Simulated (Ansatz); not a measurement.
# Al2GaN3: the cost of one run

Method: DFT PBEsol, scalar-relativistic, plane waves, PAW, in Ansatz 0.2.0.

2 further runs of the same task are left out: 2 set aside as unsound or not needed.

## (1) The starting structure

It takes space group Cm (No. 8, monoclinic). Conventional cell: a = 11.486 Å, b = 3.136 Å, c = 7.422 Å, α = 90.00°, β = 104.79°, γ = 90.00°. Around Al (site symmetry m) lie 4 N at 1.89 to 1.91 Å. Around Al (site symmetry m) lie 4 N at 1.89 to 1.90 Å. Al (site symmetry m) has 4 N at 1.90 to 1.91 Å as nearest neighbours. Around Al (site symmetry m) lie 4 N at 1.90 Å. Ga (site symmetry m) has 4 N at 1.93 to 1.96 Å as nearest neighbours. N (site symmetry m) has 3 Al at 1.90 Å and 1 Ga at 1.96 Å as nearest neighbours. Only part of the 12 independent sites is listed.

As a file:

```
Al Ga N
1.0
     5.74321   -1.56788    0.00091
     5.74321    1.56788    0.00091
    -1.89621    0.00000    7.17535
Al Ga N
4 2 6
Direct
  0.94421 0.94421 0.38923
  0.88893 0.88893 0.77670
  0.22314 0.22314 0.44451
  0.55405 0.55405 0.11303
  0.27708 0.27708 0.05762
  0.60965 0.60965 0.72179
  0.14761 0.14761 0.18500
  0.48165 0.48165 0.85245
  0.81833 0.81833 0.51506
  0.76440 0.76440 0.90172
  0.09530 0.09530 0.56471
  0.43101 0.43101 0.24298
```

It goes back to an entry of the Materials Project, which need not be the stable form.

This cell was relaxed beforehand with the same method: volume 10.77 Å³/atom, gap on the mesh 3.26 eV.

The unstrained cell was computed beforehand with the same settings: E(σ→0) = -11869.4592 eV for 12 atoms, gap 3.26 eV over the zone.

## (2) The cell strained by -2.0 %

Input file input.yaml:

```yaml
crystal:
  lattice:
    - [5.628344923, -1.5365200518, 0.0008933543]
    - [5.628344923, 1.5365200518, 0.0008933543]
    - [-1.8583251957, 0.0, 7.2614629647]
  atoms:
    - { symbol: Al, position: [0.9442094829, 0.9442094829, 0.3892317946] }
    - { symbol: Al, position: [0.8889313903, 0.8889313903, 0.7767015034] }
    - { symbol: Al, position: [0.2231418107, 0.2231418107, 0.4445132115] }
    - { symbol: Al, position: [0.5540491769, 0.5540491769, 0.113029685] }
    - { symbol: Ga, position: [0.2770821303, 0.2770821303, 0.0576223522] }
    - { symbol: Ga, position: [0.6096504594, 0.6096504594, 0.7217877029] }
    - { symbol: "N", position: [0.1476133209, 0.1476133209, 0.1850004131] }
    - { symbol: "N", position: [0.4816489577, 0.4816489577, 0.8524466909] }
    - { symbol: "N", position: [0.818330953, 0.818330953, 0.5150587639] }
    - { symbol: "N", position: [0.7644028745, 0.7644028745, 0.9017209729] }
    - { symbol: "N", position: [0.0952971029, 0.0952971029, 0.5647077555] }
    - { symbol: "N", position: [0.4310073403, 0.4310073403, 0.2429801442] }
basis:
  ecutwfc: 420
kpoints:
  mp_grid: { grid: [8, 8, 4] }
hamiltonian:
  xc: pbesol
scf:
  occupations: { method: gaussian, width: 0.02 }
output:
  forces: true
  stress: true
  eigenvalues: true
  write_density: true
  write_potential: true
  elf: true
  volumetric_format: npy
relax:
  adjacent_minimum: "off"
  f_tol: 0.008
  max_steps: 40
  cell: { stress_tol: 0.015, fix: [a, b, gamma] }
```

On the command line:

```
> ansatz run input.yaml --threads 2 --pin off --max-ram 5120MiB --backend cpu --events-out ev --progress --plain --runs-dir out
```

What time and memory should one allow on 2 threads of AMD EPYC 7R43 (Zen 3), shared host?

About 2.3 min, with a peak of 0.71 GiB.
